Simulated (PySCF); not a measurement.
# GeH5IN2: NMR shieldings, spin-spin couplings, relativistic core levels

Aim: compute the NMR shieldings, spin-spin couplings, relativistic core levels of GeH5IN2 (`[NH2][GeH]([NH2])[I]`).

Computed with PySCF 2.14.0 and routines of our own; the level stands in each step. Atoms count from 0.

## (1) The starting structure

9 atoms, charge 0, multiplicity 1; geometry from: GFN2-xTB.

## (2) Geometry optimisation at PBE0-D3(BJ)/def2-SVP

The job: settings as JSON, then the geometry in Å.

```
{"job": {"xc": "PBE0", "basis": "def2-SVP", "d3": "d3bj", "grid": 1, "maxiter": 30, "shake": 0.01, "kind": "geom"}, "charge": 0, "multiplicity": 1}
N     -1.493950    -0.548290     0.270230
Ge    -0.046310     0.509370     0.232960
N      1.385140    -0.355840    -0.461970
I     -0.452390     2.344510    -1.392130
H     -1.792070    -0.963340    -0.614520
H     -1.610050    -1.193150     1.006320
H      0.109870     1.126120     1.611450
H      1.769420    -1.145720     0.051610
H      2.188150     0.209200    -0.737700
```

Started as:

```bash
> OMP_NUM_THREADS=1 python heavy_run.py task.json out
```

This one command runs all jobs of the session in turn.

Output:

```text
step   0  E = -2486.56347247  max force = 0.027385
step   1  E = -2486.56555591  max force = 0.012520
step   2  E = -2486.56607433  max force = 0.003185
step   3  E = -2486.56625553  max force = 0.003229
step   4  E = -2486.56646730  max force = 0.002761
step   5  E = -2486.56667091  max force = 0.001870
step   6  E = -2486.56752054  max force = 0.006105
step   7  E = -2486.55960295  max force = 0.031349
step   8  E = -2486.56761706  max force = 0.013975
step   9  E = -2486.56921612  max force = 0.011328
step  10  E = -2486.57035553  max force = 0.008152
step  11  E = -2486.56984021  max force = 0.007759
step  12  E = -2486.57108771  max force = 0.002915
step  13  E = -2486.57124040  max force = 0.002754
step  14  E = -2486.57135845  max force = 0.002348
step  15  E = -2486.57139373  max force = 0.000901
step  16  E = -2486.57142633  max force = 0.000724
step  17  E = -2486.57144453  max force = 0.000707
step  18  E = -2486.57146299  max force = 0.000619
step  19  E = -2486.57148051  max force = 0.000431
step  20  E = -2486.57149133  max force = 0.000455
step  21  E = -2486.57149637  max force = 0.000275
optimisation converged
```

It took 6.3 min on 1 thread of AMD EPYC, shared host; peak memory 0.5 GiB.

The steps of the relaxation: (the energy doesn't fall at every step)

```tsv
step	energy from step 0 (eV)	largest force component (eV/Å)
0	0.0000	1.4082
1	-0.0567	0.6438
2	-0.0708	0.1638
3	-0.0757	0.1660
4	-0.0815	0.1420
5	-0.0870	0.0962
6	-0.1102	0.3139
7	0.1053	1.6120
8	-0.1128	0.7186
9	-0.1563	0.5825
10	-0.1873	0.4192
11	-0.1733	0.3990
12	-0.2072	0.1499
13	-0.2114	0.1416
14	-0.2146	0.1207
15	-0.2155	0.0463
16	-0.2164	0.0372
17	-0.2169	0.0364
18	-0.2174	0.0318
19	-0.2179	0.0222
20	-0.2182	0.0234
21	-0.2183	0.0141
```

Distances of close pairs at the start and the end, largest changes first:

```tsv
bond	before (Å)	after (Å)	change (Å)
Ge1–I3	2.485	2.548	+0.063
N0–H5	0.985	1.016	+0.031
Ge1–H6	1.518	1.540	+0.022
N0–Ge1	1.793	1.811	+0.017
Ge1–N2	1.811	1.818	+0.007
N0–H4	1.022	1.017	-0.005
N2–H8	1.020	1.016	-0.004
N2–H7	1.018	1.017	-0.000
```

The final coordinates are the input of the step that follows.

```tsv
at the end point	value
point group (found at 0.08 Å tolerance)	C1
rotational constants (GHz, main isotopes)	5.382, 1.072, 0.963
dipole moment (D)	2.09
```

## (3) NMR shieldings: PBE0/pcJ-1 Ge:dyall-v2z I:dyall-v2z, spin–orbit

The job: settings as JSON, then the geometry in Å.

```
{"job": {"kind": "hnmr", "xc": "PBE0", "basis": {"default": "pcJ-1", "Ge": "dyall-v2z", "I": "dyall-v2z"}, "rel": "so"}, "charge": 0, "multiplicity": 1}
N     -1.263104    -0.897768     0.329847
Ge    -0.035636     0.431952     0.268810
N      1.444373    -0.306707    -0.485279
I     -0.589584     2.377714    -1.280300
H     -1.435682    -1.357296    -0.560436
H     -2.145999    -0.671468     0.778749
H      0.055191     1.045237     1.678552
H      1.926171    -0.989627     0.094252
H      2.110514     0.359352    -0.865098
```

Level: PBE0/pcJ-1 Ge:dyall-v2z I:dyall-v2z GIAO NMR shielding, X2C with spin-orbit coupling, screened-nuclear two-electron part, Gaussian nuclei, gas phase.

Output:

```text
spin-free SCF
coarse grid: 38048 points
cycle   1  E = -9326.3556089674  dE = -9.372e-02  |g| = 7.078e-01  |ddm| = 2.403e+00
cycle   2  E = -9326.2669905443  dE =  8.862e-02  |g| = 1.051e+00  |ddm| = 1.123e+00
cycle   3  E = -9326.4318954715  dE = -1.649e-01  |g| = 6.403e-02  |ddm| = 6.787e-01
cycle   4  E = -9326.4323285088  dE = -4.330e-04  |g| = 4.705e-02  |ddm| = 1.341e-01
cycle   5  E = -9326.4326748526  dE = -3.463e-04  |g| = 8.974e-03  |ddm| = 5.421e-02
cycle   6  E = -9326.4326844535  dE = -9.601e-06  |g| = 3.699e-03  |ddm| = 7.724e-03
cycle   7  E = -9326.4326864021  dE = -1.949e-06  |g| = 5.631e-04  |ddm| = 2.749e-03
final grid: 75928 points
cycle   8  E = -9326.4334355496  dE = -3.903e-06  |g| = 3.528e-03  |ddm| = 1.644e-03
cycle   9  E = -9326.4334353309  dE =  2.187e-07  |g| = 1.366e-03  |ddm| = 1.702e-03
cycle  10  E = -9326.4334352236  dE =  1.073e-07  |g| = 1.539e-03  |ddm| = 2.126e-03
cycle  11  E = -9326.4334356924  dE = -4.688e-07  |g| = 7.445e-05  |ddm| = 1.113e-03
cycle  12  E = -9326.4334356929  dE = -5.093e-10  |g| = 5.795e-06  |ddm| = 5.149e-05
converged SCF energy = -9326.4334356929
two-component SCF
cycle   1  E = -9325.4632314645  dE = -9.325e+03  |FDS-SDF| = 1.228e+02
cycle   2  E = -9327.7104250650  dE = -2.247e+00  |FDS-SDF| = 4.054e-01
cycle   3  E = -9327.7112725330  dE = -8.475e-04  |FDS-SDF| = 1.494e-02
cycle   4  E = -9327.7113112581  dE = -3.873e-05  |FDS-SDF| = 8.000e-03
cycle   5  E = -9327.7113172255  dE = -5.967e-06  |FDS-SDF| = 1.963e-03
cycle   6  E = -9327.7113193855  dE = -2.160e-06  |FDS-SDF| = 8.044e-04
cycle   7  E = -9327.7113196891  dE = -3.035e-07  |FDS-SDF| = 3.905e-04
cycle   8  E = -9327.7113197329  dE = -4.385e-08  |FDS-SDF| = 9.078e-05
cycle   9  E = -9327.7113197352  dE = -2.350e-09  |FDS-SDF| = 1.809e-05
converged, E = -9327.7113197352

Field gradients (au) and densities at the nuclei (bohr^-3)
atom        Vxx        Vyy        Vzz        centre      nuclear mean
  0 N      0.3790     0.4952    -0.8742        204.312        204.307
  1 Ge    -0.4560    -1.0301     1.4862      29254.840      29225.465
  2 N      0.4430     0.5097    -0.9527        204.309        204.304
  3 I     -3.5596    -4.0464     7.6060     246057.297     238251.352
  4 H     -0.1635    -0.2239     0.3874          0.466          0.466
  5 H     -0.1637    -0.2267     0.3904          0.467          0.467
  6 H     -0.0650    -0.0672     0.1322          0.409          0.409
  7 H     -0.1626    -0.2268     0.3894          0.466          0.466
  8 H     -0.1622    -0.2274     0.3896          0.466          0.466
without picture change
  1 Ge                           1.5348                     45023.188
  3 I                            8.2448                    537968.084

Core orbital energies (eV)
atom   shell        mean    spread
  1 Ge 1s       -11006.946   0.000
  1 Ge 2s        -1391.690   0.000
  1 Ge 3s         -177.219   0.000
  1 Ge 4s          -19.948   0.000
  1 Ge 2p1/2     -1236.392   0.000
  1 Ge 2p3/2     -1204.632   0.034
  1 Ge 3p1/2      -125.622   0.000
  1 Ge 3p3/2      -121.280   0.080
  1 Ge 3d3/2       -33.871   0.072
  1 Ge 3d5/2       -33.280   0.120
  3 I  1s       -33018.229   0.000
  3 I  2s        -5125.593   0.000
  3 I  3s        -1044.589   0.000
  3 I  4s         -187.040   0.000
  3 I  5s          -18.838   0.000
  3 I  2p1/2     -4805.415   0.000
  3 I  2p3/2     -4507.227   0.023
  3 I  3p1/2      -912.077   0.000
  3 I  3p3/2      -855.379   0.067
  3 I  4p1/2      -140.224   0.000
  3 I  4p3/2      -129.137   0.177
  3 I  3d3/2      -622.652   0.066
  3 I  3d5/2      -610.889   0.086
  3 I  4d3/2       -53.437   0.219
  3 I  4d5/2       -51.682   0.292

Shielding tensors (ppm)
atom      isotropic    diamagn.    paramagn.     s11        s22        s33       span
  0 N       222.40      316.46      -94.06     202.46     217.05     247.71      45.25
  1 Ge     1623.18     2651.80    -1028.62    1471.42    1583.61    1814.51     343.10
  2 N       233.16      315.04      -81.88     186.54     240.69     272.24      85.70
  3 I      5691.41     5088.34      603.07    5294.96    5411.40    6367.87    1072.91
  4 H        30.21       30.03        0.18      23.47      26.52      40.63      17.17
  5 H        30.42       29.67        0.75      23.22      26.07      41.96      18.74
  6 H        24.36       27.38       -3.02      17.29      18.55      37.23      19.94
  7 H        30.31       29.69        0.62      21.42      24.89      44.63      23.20
  8 H        30.73       29.74        0.99      21.71      29.30      41.18      19.47
```

It took 9.8 min on 1 thread of AMD EPYC, shared host; peak memory 1.8 GiB.

From this job:

```tsv
quantity	value
energy from spin-orbit coupling	-1.2779 Eh
```

## (4) Spin-spin couplings: PBE0/pcJ-1 Ge:dyall-v2z I:dyall-v2z, spin–orbit

Settings changed since step 3:

```diff
@@ -1,2 +1,2 @@
-{"job": {"kind": "hnmr", "xc": "PBE0", "basis": {"default": "pcJ-1", "Ge": "dyall-v2z", "I": "dyall-v2z"}, "rel": "so"}, "charge": 0, "multiplicity": 1}
+{"job": {"kind": "hj", "xc": "PBE0", "basis": {"default": "pcJ-1", "Ge": "dyall-v2z", "I": "dyall-v2z"}, "rel": "so", "atoms": [3]}, "charge": 0, "multiplicity": 1}
 N     -1.263104    -0.897768     0.329847
```

Method: PBE0/pcJ-1 Ge:dyall-v2z I:dyall-v2z indirect spin-spin coupling, X2C with spin-orbit coupling, screened-nuclear two-electron part, Gaussian nuclei, gas phase.

Output:

```text
spin-free SCF
coarse grid: 38048 points
cycle   1  E = -9326.3556089674  dE = -9.372e-02  |g| = 7.078e-01  |ddm| = 2.403e+00
cycle   2  E = -9326.2669905443  dE =  8.862e-02  |g| = 1.051e+00  |ddm| = 1.123e+00
cycle   3  E = -9326.4318954715  dE = -1.649e-01  |g| = 6.403e-02  |ddm| = 6.787e-01
cycle   4  E = -9326.4323285088  dE = -4.330e-04  |g| = 4.705e-02  |ddm| = 1.341e-01
cycle   5  E = -9326.4326748526  dE = -3.463e-04  |g| = 8.974e-03  |ddm| = 5.421e-02
cycle   6  E = -9326.4326844535  dE = -9.601e-06  |g| = 3.699e-03  |ddm| = 7.724e-03
cycle   7  E = -9326.4326864021  dE = -1.949e-06  |g| = 5.631e-04  |ddm| = 2.749e-03
final grid: 75928 points
cycle   8  E = -9326.4334355496  dE = -3.903e-06  |g| = 3.528e-03  |ddm| = 1.644e-03
cycle   9  E = -9326.4334353309  dE =  2.187e-07  |g| = 1.366e-03  |ddm| = 1.702e-03
cycle  10  E = -9326.4334352236  dE =  1.073e-07  |g| = 1.539e-03  |ddm| = 2.126e-03
cycle  11  E = -9326.4334356924  dE = -4.688e-07  |g| = 7.445e-05  |ddm| = 1.113e-03
cycle  12  E = -9326.4334356929  dE = -5.093e-10  |g| = 5.795e-06  |ddm| = 5.149e-05
converged SCF energy = -9326.4334356929
two-component SCF
cycle   1  E = -9325.4632314645  dE = -9.325e+03  |FDS-SDF| = 1.228e+02
cycle   2  E = -9327.7104250650  dE = -2.247e+00  |FDS-SDF| = 4.054e-01
cycle   3  E = -9327.7112725330  dE = -8.475e-04  |FDS-SDF| = 1.494e-02
cycle   4  E = -9327.7113112581  dE = -3.873e-05  |FDS-SDF| = 8.000e-03
cycle   5  E = -9327.7113172255  dE = -5.967e-06  |FDS-SDF| = 1.963e-03
cycle   6  E = -9327.7113193855  dE = -2.160e-06  |FDS-SDF| = 8.044e-04
cycle   7  E = -9327.7113196891  dE = -3.035e-07  |FDS-SDF| = 3.905e-04
cycle   8  E = -9327.7113197329  dE = -4.385e-08  |FDS-SDF| = 9.078e-05
cycle   9  E = -9327.7113197352  dE = -2.350e-09  |FDS-SDF| = 1.809e-05
converged, E = -9327.7113197352

Indirect spin-spin couplings
  i        j     bonds      J/Hz   K/1e19 T2/J   anisotropy/Hz
  3 127I    0  15N    2       -3.27       13.33       -13.1
  3 127I    1  73Ge   1      115.40    -1362.88       -55.5
  3 127I    2  15N    2        2.33       -9.49       -41.4
  3 127I    4   1H    3       -0.55       -0.23         5.6
  3 127I    5   1H    3       -1.27       -0.53        -6.0
  3 127I    6   1H    2       27.91       11.53       103.5
  3 127I    7   1H    3        6.29        2.60        36.2
  3 127I    8   1H    3        0.04        0.01        -6.9
```

Wall time 7.4 min (1 thread of AMD EPYC, shared host); peak memory 1.3 GiB.

In short:

```tsv
quantity	value
energy from spin-orbit coupling	-1.2779 Eh
```

## (5) Relativistic core levels: PBE0/pcJ-1 Ge:dyall-v2z I:dyall-v2z, spin–orbit

Settings changed since step 4:

```diff
@@ -1,2 +1,2 @@
-{"job": {"kind": "hj", "xc": "PBE0", "basis": {"default": "pcJ-1", "Ge": "dyall-v2z", "I": "dyall-v2z"}, "rel": "so", "atoms": [3]}, "charge": 0, "multiplicity": 1}
+{"job": {"kind": "hxps", "xc": "PBE0", "basis": {"default": "pcJ-1", "Ge": "dyall-v2z", "I": "dyall-v2z"}, "rel": "so", "holes": [[3, "3d"], [1, "2p"]]}, "charge": 0, "multiplicity": 1}
 N     -1.263104    -0.897768     0.329847
```

Level: PBE0/pcJ-1 Ge:dyall-v2z I:dyall-v2z core ionisation, delta-SCF with one localised hole, X2C with spin-orbit coupling, screened-nuclear two-electron part, Gaussian nuclei, gas phase.

Output:

```text
spin-free SCF
coarse grid: 38048 points
cycle   1  E = -9326.3556089674  dE = -9.372e-02  |g| = 7.078e-01  |ddm| = 2.403e+00
cycle   2  E = -9326.2669905443  dE =  8.862e-02  |g| = 1.051e+00  |ddm| = 1.123e+00
cycle   3  E = -9326.4318954715  dE = -1.649e-01  |g| = 6.403e-02  |ddm| = 6.787e-01
cycle   4  E = -9326.4323285088  dE = -4.330e-04  |g| = 4.705e-02  |ddm| = 1.341e-01
cycle   5  E = -9326.4326748526  dE = -3.463e-04  |g| = 8.974e-03  |ddm| = 5.421e-02
cycle   6  E = -9326.4326844535  dE = -9.601e-06  |g| = 3.699e-03  |ddm| = 7.724e-03
cycle   7  E = -9326.4326864021  dE = -1.949e-06  |g| = 5.631e-04  |ddm| = 2.749e-03
final grid: 75928 points
cycle   8  E = -9326.4334355496  dE = -3.903e-06  |g| = 3.528e-03  |ddm| = 1.644e-03
cycle   9  E = -9326.4334353309  dE =  2.187e-07  |g| = 1.366e-03  |ddm| = 1.702e-03
cycle  10  E = -9326.4334352236  dE =  1.073e-07  |g| = 1.539e-03  |ddm| = 2.126e-03
cycle  11  E = -9326.4334356924  dE = -4.688e-07  |g| = 7.445e-05  |ddm| = 1.113e-03
cycle  12  E = -9326.4334356929  dE = -5.093e-10  |g| = 5.795e-06  |ddm| = 5.149e-05
converged SCF energy = -9326.4334356929
two-component SCF
cycle   1  E = -9325.4632314645  dE = -9.325e+03  |FDS-SDF| = 1.228e+02
cycle   2  E = -9327.7104250650  dE = -2.247e+00  |FDS-SDF| = 4.054e-01
cycle   3  E = -9327.7112725330  dE = -8.475e-04  |FDS-SDF| = 1.494e-02
cycle   4  E = -9327.7113112581  dE = -3.873e-05  |FDS-SDF| = 8.000e-03
cycle   5  E = -9327.7113172255  dE = -5.967e-06  |FDS-SDF| = 1.963e-03
cycle   6  E = -9327.7113193855  dE = -2.160e-06  |FDS-SDF| = 8.044e-04
cycle   7  E = -9327.7113196891  dE = -3.035e-07  |FDS-SDF| = 3.905e-04
cycle   8  E = -9327.7113197329  dE = -4.385e-08  |FDS-SDF| = 9.078e-05
cycle   9  E = -9327.7113197352  dE = -2.350e-09  |FDS-SDF| = 1.809e-05
converged, E = -9327.7113197352

Field gradients (au) and densities at the nuclei (bohr^-3)
atom        Vxx        Vyy        Vzz        centre      nuclear mean
  0 N      0.3790     0.4952    -0.8742        204.312        204.307
  1 Ge    -0.4560    -1.0301     1.4862      29254.840      29225.465
  2 N      0.4430     0.5097    -0.9527        204.309        204.304
  3 I     -3.5596    -4.0464     7.6060     246057.297     238251.352
  4 H     -0.1635    -0.2239     0.3874          0.466          0.466
  5 H     -0.1637    -0.2267     0.3904          0.467          0.467
  6 H     -0.0650    -0.0672     0.1322          0.409          0.409
  7 H     -0.1626    -0.2268     0.3894          0.466          0.466
  8 H     -0.1622    -0.2274     0.3896          0.466          0.466
without picture change
  1 Ge                           1.5348                     45023.188
  3 I                            8.2448                    537968.084

Core orbital energies (eV)
atom   shell        mean    spread
  1 Ge 1s       -11006.946   0.000
  1 Ge 2s        -1391.690   0.000
  1 Ge 3s         -177.219   0.000
  1 Ge 4s          -19.948   0.000
  1 Ge 2p1/2     -1236.392   0.000
  1 Ge 2p3/2     -1204.632   0.034
  1 Ge 3p1/2      -125.622   0.000
  1 Ge 3p3/2      -121.280   0.080
  1 Ge 3d3/2       -33.871   0.072
  1 Ge 3d5/2       -33.280   0.120
  3 I  1s       -33018.229   0.000
  3 I  2s        -5125.593   0.000
  3 I  3s        -1044.589   0.000
  3 I  4s         -187.040   0.000
  3 I  5s          -18.838   0.000
  3 I  2p1/2     -4805.415   0.000
  3 I  2p3/2     -4507.227   0.023
  3 I  3p1/2      -912.077   0.000
  3 I  3p3/2      -855.379   0.067
  3 I  4p1/2      -140.224   0.000
  3 I  4p3/2      -129.137   0.177
  3 I  3d3/2      -622.652   0.066
  3 I  3d5/2      -610.889   0.086
  3 I  4d3/2       -53.437   0.219
  3 I  4d5/2       -51.682   0.292

hole in 3d5/2 of atom 3
cycle   1  E = -9304.1046276899  dE = -9.304e+03  |FDS-SDF| = 4.794e+00
cycle   2  E = -9304.3720162309  dE = -2.674e-01  |FDS-SDF| = 3.488e+00
cycle   3  E = -9304.8069020964  dE = -4.349e-01  |FDS-SDF| = 1.828e-01
cycle   4  E = -9304.8063638685  dE =  5.382e-04  |FDS-SDF| = 1.733e-01
cycle   5  E = -9304.8126724626  dE = -6.309e-03  |FDS-SDF| = 2.051e-02
cycle   6  E = -9304.8127195925  dE = -4.713e-05  |FDS-SDF| = 7.731e-03
cycle   7  E = -9304.8127250240  dE = -5.432e-06  |FDS-SDF| = 1.063e-03
cycle   8  E = -9304.8127252148  dE = -1.907e-07  |FDS-SDF| = 3.320e-04
cycle   9  E = -9304.8127252444  dE = -2.965e-08  |FDS-SDF| = 1.435e-04
converged, E = -9304.8127252444
hole in 2p3/2 of atom 1
cycle   1  E = -9281.7133174696  dE = -9.282e+03  |FDS-SDF| = 6.564e+00
cycle   2  E = -9281.4407634741  dE =  2.726e-01  |FDS-SDF| = 5.693e+00
cycle   3  E = -9282.7721086184  dE = -1.331e+00  |FDS-SDF| = 7.333e-01
cycle   4  E = -9282.8156237274  dE = -4.352e-02  |FDS-SDF| = 2.431e-01
cycle   5  E = -9282.8275232048  dE = -1.190e-02  |FDS-SDF| = 4.055e-02
cycle   6  E = -9282.8277093790  dE = -1.862e-04  |FDS-SDF| = 1.432e-02
cycle   7  E = -9282.8277584174  dE = -4.904e-05  |FDS-SDF| = 2.981e-03
cycle   8  E = -9282.8277609832  dE = -2.566e-06  |FDS-SDF| = 7.718e-04
cycle   9  E = -9282.8277613734  dE = -3.902e-07  |FDS-SDF| = 2.309e-04
cycle  10  E = -9282.8277614223  dE = -4.890e-08  |FDS-SDF| = 1.491e-04
converged, E = -9282.8277614223

Core binding energies (eV)
atom   line    delta-SCF   -orbital   splitting
  3 I  3d5/2     623.104     610.89    11.763
  1 Ge 2p3/2    1221.345    1204.63    31.761
```

Wall time 7.4 min (1 thread of AMD EPYC, shared host); peak memory 1.5 GiB.

Key values:

```tsv
quantity	value
energy from spin-orbit coupling	-1.2779 Eh
```

## (6) What came out

| quantity | value |
| --- | --- |
| point group | C1 |
| rotational constants (main isotopes) | 5.38, 1.07, 0.96 GHz |
| energy from spin-orbit coupling (step 3, PBE0/pcJ-1 Ge:dyall-v2z I:dyall-v2z, spin–orbit) | -1.2779 Eh |
| shieldings (step 3, PBE0/pcJ-1 Ge:dyall-v2z I:dyall-v2z, spin–orbit) | N0 222.4, Ge1 1623.2, N2 233.2, I3 5691.4 ppm |
| energy from spin-orbit coupling (step 4, PBE0/pcJ-1 Ge:dyall-v2z I:dyall-v2z, spin–orbit) | -1.2779 Eh |
| largest reduced coupling (step 4, PBE0/pcJ-1 Ge:dyall-v2z I:dyall-v2z, spin–orbit) | I3–Ge1: J = 115.4 Hz, K = -1363·10¹⁹ T²/J |
| I3 3d5/2 binding energy (step 5, PBE0/pcJ-1 Ge:dyall-v2z I:dyall-v2z, spin–orbit) | 623.1 eV, 3d3/2 634.9 eV |
| Ge1 2p3/2 binding energy (step 5, PBE0/pcJ-1 Ge:dyall-v2z I:dyall-v2z, spin–orbit) | 1221.3 eV, 2p1/2 1253.1 eV |
| energy from spin-orbit coupling (step 5, PBE0/pcJ-1 Ge:dyall-v2z I:dyall-v2z, spin–orbit) | -1.2779 Eh |

Over 21 steps the energy fell by 0.218 eV; of the close pairs, Ge1–I3 changed most, 2.485 to 2.548 Å. No frequency check was run at this level, so the end point may be a saddle. In step 3, I3 has the widest tensor, 1073 ppm.
